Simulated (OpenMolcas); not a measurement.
# Cu⁴⁺ among point charges: CASSCF and CASPT2 levels and susceptibility, part 2 of 2

Aim: the splitting of the states of Cu⁴⁺ in the field of 5 point charges, its lowest levels with spin-orbit coupling and its magnetic susceptibility.

OpenMolcas 26.06; ANO-RCC-VDZP, DKH2, active space 7 electrons in 5 orbitals (3d), orbitals: per spin and parity. Surroundings: 5 point charges of -1 e arranged as a trigonal bipyramid (D3h), 1.97 Å from the ion, with the axial distance 1.891 Å. The steps go on from the part before.

## Step 6: CASPT2: IPEA 0.25, imaginary shift 0.1 (closed shells correlated: 3s 3p)

Contents of a.inp:

```
>>> COPY JOB001 $Project.JobIph
&CASPT2
Multistate=10 1 2 3 4 5 6 7 8 9 10
NoMult
Frozen=5
IPEA=0.25
Imaginary=0.1
MaxIter=60
WThr=0.0 0.3 0.05
PrWF=0.5
NoMix
>>> COPY JOB002 $Project.JobIph
&CASPT2
Multistate=40 1 2 3 4 5 6 7 8 9 10 11 12 13 14 15 16 17 18 19 20 21 22
23 24 25 26 27 28 29 30 31 32 33 34 35 36 37 38 39 40
NoMult
Frozen=5
IPEA=0.25
Imaginary=0.1
MaxIter=60
WThr=0.0 0.3 0.05
PrWF=0.5
NoMix
```

The log of the run:

```text
Orbital specifications:
      -----------------------

      Symmetry species                           1
                                                 a
      Frozen orbitals                            5
      Inactive orbitals                          4
      Active orbitals                            5
      Secondary orbitals                        20
      Deleted orbitals                           0
      Number of basis functions                 34
Type of calculation                        SS-CASPT2
      Fock operator                              state-specific
      IPEA shift                                 0.25
      Real shift                                 0.00
      Imaginary shift                            0.10
      The input orbitals will be transformed to quasi-canonical
Reference energy:       -1654.3406202818
      E2 (Non-variational):      -0.3331362251
      Shift correction:          -0.0000512514
      E2 (Variational):          -0.3331874765
      Total energy:           -1654.6738077583
      Residual norm:              0.0000000642
      Reference weight:           0.96300
      Contributions to the CASPT2 correlation energy
      Active & Virtual Only:         -0.1268341472
      One Inactive Excited:          -0.1538881531
      Two Inactive Excited:          -0.0524139248
Reference energy:       -1654.3406200024
      E2 (Non-variational):      -0.3331362718
      Shift correction:          -0.0000512524
      E2 (Variational):          -0.3331875241
      Total energy:           -1654.6738075265
      Residual norm:              0.0000000642
      Reference weight:           0.96300
      Contributions to the CASPT2 correlation energy
      Active & Virtual Only:         -0.1268345142
      One Inactive Excited:          -0.1538878396
      Two Inactive Excited:          -0.0524139180
::    CASPT2 Root  1     Total energy:  -1654.67380776
::    CASPT2 Root  2     Total energy:  -1654.67380753
::    CASPT2 Root  3     Total energy:  -1654.67043538
::    CASPT2 Root  4     Total energy:  -1654.66938434
::    CASPT2 Root  5     Total energy:  -1654.66938434
::    CASPT2 Root  6     Total energy:  -1654.66233302
::    CASPT2 Root  7     Total energy:  -1654.66233454
::    CASPT2 Root  8     Total energy:  -1654.57785195
::    CASPT2 Root  9     Total energy:  -1654.56902134
::    CASPT2 Root 10     Total energy:  -1654.56902130
Orbital specifications:
      -----------------------

      Symmetry species                           1
                                                 a
      Frozen orbitals                            5
      Inactive orbitals                          4
      Active orbitals                            5
      Secondary orbitals                        20
      Deleted orbitals                           0
      Number of basis functions                 34
Type of calculation                        SS-CASPT2
      Fock operator                              state-specific
      IPEA shift                                 0.25
      Real shift                                 0.00
      Imaginary shift                            0.10
      The input orbitals will be transformed to quasi-canonical
Reference energy:       -1654.2289874885
      E2 (Non-variational):      -0.3391109853
      Shift correction:          -0.0000515689
      E2 (Variational):          -0.3391625542
      Total energy:           -1654.5681500427
      Residual norm:              0.0000000528
      Reference weight:           0.96234
      Contributions to the CASPT2 correlation energy
      Active & Virtual Only:         -0.1278833963
      One Inactive Excited:          -0.1571845421
      Two Inactive Excited:          -0.0540430470
Reference energy:       -1654.2289874885
      E2 (Non-variational):      -0.3391400153
      Shift correction:          -0.0000516041
      E2 (Variational):          -0.3391916195
      Total energy:           -1654.5681791079
      Residual norm:              0.0000000527
      Reference weight:           0.96233
      Contributions to the CASPT2 correlation energy
      Active & Virtual Only:         -0.1278842764
      One Inactive Excited:          -0.1572013799
      Two Inactive Excited:          -0.0540543591
::    CASPT2 Root  1     Total energy:  -1654.56815004
::    CASPT2 Root  2     Total energy:  -1654.56817911
::    CASPT2 Root  3     Total energy:  -1654.56792149
::    CASPT2 Root  4     Total energy:  -1654.56792147
::    CASPT2 Root  5     Total energy:  -1654.56761418
::    CASPT2 Root  6     Total energy:  -1654.56730519
::    CASPT2 Root  7     Total energy:  -1654.56730443
::    CASPT2 Root  8     Total energy:  -1654.56558094
::    CASPT2 Root  9     Total energy:  -1654.56558341
::    CASPT2 Root 10     Total energy:  -1654.53775449
::    CASPT2 Root 11     Total energy:  -1654.53775449
::    CASPT2 Root 12     Total energy:  -1654.53454496
::    CASPT2 Root 13     Total energy:  -1654.53116012
::    CASPT2 Root 14     Total energy:  -1654.53118920
::    CASPT2 Root 15     Total energy:  -1654.53040011
::    CASPT2 Root 16     Total energy:  -1654.53039839
::    CASPT2 Root 17     Total energy:  -1654.53987578
::    CASPT2 Root 18     Total energy:  -1654.53987582
::    CASPT2 Root 19     Total energy:  -1654.52778604
::    CASPT2 Root 20     Total energy:  -1654.52778925
::    CASPT2 Root 21     Total energy:  -1654.54421396
::    CASPT2 Root 22     Total energy:  -1654.52037420
::    CASPT2 Root 23     Total energy:  -1654.52037419
::    CASPT2 Root 24     Total energy:  -1654.52982484
::    CASPT2 Root 25     Total energy:  -1654.52984840
::    CASPT2 Root 26     Total energy:  -1654.52800101
::    CASPT2 Root 27     Total energy:  -1654.52675790
::    CASPT2 Root 28     Total energy:  -1654.52675782
::    CASPT2 Root 29     Total energy:  -1654.43868996
::    CASPT2 Root 30     Total energy:  -1654.43812143
```

This run took 4.3 s in all on 1 thread of Arm Neoverse V1, shared host.

SS-CASPT2: lowest energy less the reference's lowest, -0.3332 hartree; reference weights 0.958 to 0.964.

Spin-free states:

| state | degeneracy | E (cm-1) | free-ion L (%) |
| --- | --- | --- | --- |
| quartet | 2 | 0 | F (100) |
| 4A2 | 1 | 740 | F (100) |
| 4E | 2 | 971 | F (100) |
| 4E | 2 | 2518 | F (100) |
| 4A2 | 1 | 21060 | P (100) |
| 4E | 2 | 22998 | P (100) |
| 2E | 2 | 23186 | G (98) |
| 2E | 2 | 23239 | G (99) |
| 2A1 | 1 | 23307 | G (100) |
| 2A2 | 1 | 23375 | G (100) |
| 2A1 | 1 | 23375 | G (100) |
| 2E | 2 | 23753 | G (100) |
| 2A2 | 1 | 28443 | P (87) |
| 2E | 2 | 29395 | P (64) |
| 2E | 2 | 29860 | H (65) |
| 2A2 | 1 | 30565 | H (87) |
| 2E | 2 | 31304 | H (98) |
| doublet | 2 | 31475 | H (100) |
| 2E | 2 | 31598 | D (98) |
| 2A1 | 1 | 32001 | D (100) |
| 2E | 2 | 32048 | H (100) |
| 2E | 2 | 32274 | D (96) |
| 2E | 2 | 33675 | H (100) |
| 2A2 | 1 | 51602 | F (100) |

With spin-orbit coupling:

```csv
E (cm-1),Degeneracy,Label,2S+1,g
0,2,E3/2,4,0.00 0.00 12.00
830,2,E1/2,4,0.00 0.00 8.22
890,2,E1/2,4,1.56 6.70 6.70
1080,2,E3/2,4,0.00 0.00 4.57
1350,2,E1/2,4,0.00 0.00 6.37
2140,2,E1/2,4,0.00 0.00 5.58
2750,2,E3/2,4,0.00 0.00 1.97
2810,2,E1/2,4,1.78 4.97 4.97
3320,2,E3/2,4,0.00 0.00 3.26
3340,2,E1/2,4,0.00 0.00 9.78
4090,2,E1/2,4,2.28 2.75 2.75
4470,2,E1/2,4,0.00 0.00 6.05
5190,2,E3/2,4,0.00 0.00 2.20
5530,2,E1/2,4,0.48 0.48 1.62
22370,2,E3/2,4,0.00 0.00 5.91
22440,2,E1/2,4,1.99 4.40 4.40
24000,2,E1/2,2,0.00 0.00 6.17
24070,2,E1/2,4,0.00 0.00 7.53
24110,2,E3/2,2,0.00 0.00 3.50
24200,2,E1/2,2,1.17 5.16 5.16
24200,2,E1/2,2,0.01 0.01 7.80
24220,2,E3/2,4,0.00 0.00 4.01
24280,2,E1/2,4,1.08 2.72 2.72
24710,2,E3/2,2,0.00 0.00 9.97
```

Powder χT (cm³ K/mol): 4.50 at 2 K, 4.51 at 5 K, 4.52 at 10 K, 4.54 at 20 K, 4.59 at 50 K, 4.68 at 100 K, 4.77 at 150 K, 4.85 at 200 K, 4.93 at 250 K, 4.99 at 300 K.

## Step 7: The methods side by side

A. CASSCF
B. SS-CASPT2, IPEA 0.25, imaginary shift 0.1 (closed shells correlated: 3s 3p)

| method | ground state | first state of that spin (cm-1) | first gap with spin-orbit (cm-1) | χT at 300 K |
| --- | --- | --- | --- | --- |
| A | quartet | 4A2 405.7 | 619.5 | 5.13 |
| B | quartet | 4A2 740.1 | 825.3 | 4.99 |

## Step 8: Summary of results

The summary covers parts 1 to 2.

| quantity | value |
| --- | --- |
| method | SS-CASPT2, IPEA 0.25, imaginary shift 0.1 (closed shells correlated: 3s 3p) |
| spin-free ground state | quartet, 2-fold in its orbital part |
| first state of the same spin within the active space | 4A2 at 740 cm⁻¹ |
| lowest level | 2-fold E3/2, g = 0.00, 0.00, 12.00 |
| next level | 825.3 cm⁻¹ |
| χT at 300 K | 4.99 cm³ K/mol |
| effective moment at 300 K | 6.32 μB |

Cost by method:

| method | time of its own steps | time with the reference |
| --- | --- | --- |
| A. CASSCF | 11 s | 11 s |
| B. SS-CASPT2, IPEA 0.25, imaginary shift 0.1, +3s 3p | 4.3 s | 15 s |

Times are of one thread on a shared host.

The spin-free ground state (quartet) comes to 100 % from free-ion F terms and keeps the highest spin of the shell. χT at 300 K is 4.99, against 1.88 cm³ K/mol for the spin alone, so orbital moment adds to it. An active space of the d shell alone favours high spin; real ions in strong fields can be low spin. CASPT2 does not keep the components of a term degenerate, and the means are used. The field of point charges can differ much from that of real complexes. With metal d orbitals alone active, the gaps between spin states are rough; where two lie within a few thousand cm-1, their order is open. Point charges carry no covalency, so the field is a model and not that of real ligands.
